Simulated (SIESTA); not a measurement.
The system is Ba2Tl5V3O12.

```
Ba V Tl O
1.0
     6.48991   -6.67692   -0.04765
     6.48991    6.67692   -0.04765
    -1.96739    0.00000    5.75220
Ba V Tl O
2 3 5 12
Cartesian
  6.4899 0.2782 -0.0476
  6.4899 -3.9079 -0.0476
  9.8970 1.9304 1.4039
  1.1155 1.9304 4.2530
  5.5062 -0.9938 2.8285
  7.5378 2.3899 3.6011
  3.4747 2.3899 2.0558
  5.5062 6.4755 2.8285
  2.4016 -1.2210 1.2385
  8.6109 -1.2210 4.4184
  0.8627 1.7317 2.5341
  6.4815 0.0639 3.8372
  7.0413 -3.2392 4.8045
  8.1926 1.8299 1.1215
  6.5476 -1.8120 1.7511
  0.1757 0.7388 5.0824
  4.4649 -1.8120 3.9058
  10.8367 0.7388 0.5745
  3.9711 -3.2392 0.8524
  2.8198 1.8299 4.5354
  10.1497 1.7317 3.1228
  4.5309 0.0639 1.8197
```

The cell was built by a generator and needn't be a form met in nature.

* Program: SIESTA 5.4.2
* Task: single point
* Functional: PBE
* Potentials or basis: PseudoDojo 0.4 standard (PBE files)
* Basis: DZP (energy shift 0.003 Ry; two zetas on semicore shells; d shell added on Ba)
* Grid cutoff: 800 Ry
* Energy shift: 0.003 Ry
* k mesh: 3 × 3 × 5
* Occupations: fermi-dirac, width 0.05 eV
* Spin: collinear spin, ferromagnetic start
* Starting moments: [0.0, 0.0, 2.0, 2.0, 2.0, 0.0, 0.0, 0.0, 0.0, 0.0, 0.0, 0.0, 0.0, 0.0, 0.0, 0.0, 0.0, 0.0, 0.0, 0.0, 0.0, 0.0] μB

On this cell: pressure 1.1 GPa; largest force 0.363 eV/Å; net moment 0.00 μB per cell; band gap on the k mesh 2.83 eV, indirect (least direct gap 2.89 eV).

The same run follows on a disturbed copy (atoms moved at random, drawn with an rms of 0.05 Å):

```
CELL_PARAMETERS angstrom
6.48991 -6.67692 -0.04765
6.48991 6.67692 -0.04765
-1.96739 0.00000 5.75220
ATOMIC_POSITIONS crystal
Ba 0.47881 0.52614 0.00306
Ba 0.79620 0.20918 0.99962
V 0.65526 0.93792 0.25401
V 0.04881 0.34396 0.75081
V 0.57306 0.42762 0.50532
Tl 0.50149 0.85515 0.64454
Tl 0.13975 0.50715 0.36016
Tl 0.01909 0.98935 0.50149
Tl 0.31163 0.13262 0.22050
Tl 0.87360 0.69126 0.77756
O 0.00132 0.25851 0.44038
O 0.59538 0.61193 0.68116
O 0.91014 0.42059 0.84879
O 0.52714 0.79831 0.21468
O 0.69127 0.41635 0.32191
O 0.09562 0.20731 0.88739
O 0.58283 0.30674 0.69153
O 0.79625 0.90655 0.11639
O 0.56708 0.08975 0.15620
O 0.19899 0.47535 0.79514
O 0.73522 0.99394 0.55688
O 0.39321 0.40196 0.32963
```

Q: What changes?

A: The energy moves by +20.8 meV/atom; pressure 0.8 GPa; largest force 3.840 eV/Å; net moment 0.00 μB per cell; band gap on the k mesh 2.65 eV, indirect (least direct gap 2.67 eV).

Forces in eV/Å, atoms in the order of the input:
```
Ba  -0.505 -0.394 -0.074
Ba  -0.749 -0.103  0.302
V    2.556  2.467  0.961
V    2.117 -1.739 -2.691
V   -0.250 -1.494  0.470
Tl   0.112  0.415  0.150
Tl  -0.191 -0.142  0.184
Tl   0.009  0.060 -0.104
Tl  -0.271 -0.276  0.091
Tl   0.017  0.040  0.001
O    0.120  0.198  0.774
O   -0.195 -0.366 -0.009
O   -0.409  2.109  0.804
O   -1.650  0.010 -0.429
O   -0.169  0.535  0.286
O   -0.836 -0.707  0.713
O    0.860  0.942 -0.620
O    0.260 -0.730 -0.622
O   -0.540 -1.471  0.143
O   -0.266  0.437  0.049
O   -0.142 -0.251 -0.142
O    0.119  0.459 -0.235
```

Stress tensor (GPa, compression positive):
```
 1.41 -0.37  0.14
-0.37  0.89  0.60
 0.14  0.60 -0.01
```

Caveats: this set's barium file shifts pressures by up to 1 GPa against other sets; spin-orbit coupling is left out, which as a rule narrows the gap of such compounds by several tenths of an eV; an odd mesh through Γ misses points on the zone boundary, where band edges often lie; the basis of atomic orbitals isn't converged, which shifts pressures, moduli and gaps.
